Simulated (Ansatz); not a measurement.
# CH6O2Si: small, medium and large basis sets

One table from this session's results is given with a row withheld; the runs are named, their logs left out.

Computed with Ansatz 0.2.0, Gaussian basis. Level: one geometry, several basis sets.

Plan: PBE0-D4/def2-SVP; ωB97M-V/def2-SVP; PBE0-D4/def2-QZVPP; ωB97M-V/def2-QZVPP; the functionals' def2-TZVPP values are taken from earlier runs.

## The geometry

All runs share one geometry, relaxed beforehand with PBE0-D4 in a triple-zeta def2 set.

10 atoms, charge 0, spin multiplicity 1.

Atoms are counted from 1 here; the program's logs count them from 0.

Bond lengths: O1–C2 1.422 Å, O1–H5 0.962 Å, C2–Si3 1.881 Å, C2–H6 1.094 Å, C2–H7 1.101 Å, Si3–O4 1.658 Å, Si3–H8 1.492 Å, Si3–H9 1.482 Å, O4–H10 0.957 Å. Angles: C2–O1–H5 108.0°, O1–C2–Si3 110.3°, O1–C2–H6 107.1°, O1–C2–H7 111.3°, Si3–C2–H6 110.6°, Si3–C2–H7 111.0°, H6–C2–H7 106.3°, C2–Si3–O4 107.3°, C2–Si3–H8 111.0°, C2–Si3–H9 110.8°, O4–Si3–H8 110.9°, O4–Si3–H9 106.1°, H8–Si3–H9 110.6°, Si3–O4–H10 117.7°.

The first run:

Input file in.yaml:

```yaml
crystal:
  periodic: [false, false, false]
  atoms:
    - {symbol: O, position_ang: [-1.443887, 1.148124, 0.182561]}
    - {symbol: C, position_ang: [-0.242975, 0.717202, 0.811168]}
    - {symbol: Si, position_ang: [0.375364, -0.872979, 0.019459]}
    - {symbol: O, position_ang: [0.330473, -0.654715, -1.623279]}
    - {symbol: H, position_ang: [-1.326022, 1.070196, -0.769250]}
    - {symbol: H, position_ang: [-0.473717, 0.557312, 1.868885]}
    - {symbol: H, position_ang: [0.529092, 1.501538, 0.777983]}
    - {symbol: H, position_ang: [1.758485, -1.195102, 0.475526]}
    - {symbol: H, position_ang: [-0.545487, -1.997227, 0.309958]}
    - {symbol: H, position_ang: [1.121772, -0.325550, -2.050113]}
basis:
  gaussian: {orbitals: def2-SVP}
hamiltonian: {xc: pbe0, dispersion: d4}
output: {orbitals: {seedname: orbitals}}
```

Launch:

```console
> ansatz run in.yaml --threads 2 --pin off --events-out ev --progress --plain --max-ram 4352MiB
```

Steps of the session up to this table: PBE0-D4 in def2-SVP; ωB97M-V in def2-SVP; PBE0-D4 in def2-QZVPP; ωB97M-V in def2-QZVPP.

One table of the session follows, with a row left open; its other results are not shown here.

| functional | basis | HOMO (eV) | LUMO (eV) |
| --- | --- | --- | --- |
| PBE0-D4 | def2-SVP | -7.23 | 0.60 |
| PBE0-D4 | def2-TZVPP | -7.46 | -0.01 |
| PBE0-D4 | def2-QZVPP | -7.52 | -0.26 |
| ωB97M-V | def2-SVP | -9.57 | 2.42 |
| ωB97M-V | def2-TZVPP | ? | ? |
| ωB97M-V | def2-QZVPP | -9.87 | 1.10 |

Estimate the missing values for ωB97M-V, def2-TZVPP.

**Answer.** HOMO (eV): -9.82; LUMO (eV): 1.58. In the column «HOMO (eV)» it lies between ωB97M-V, def2-QZVPP (-9.87) and ωB97M-V, def2-SVP (-9.57).
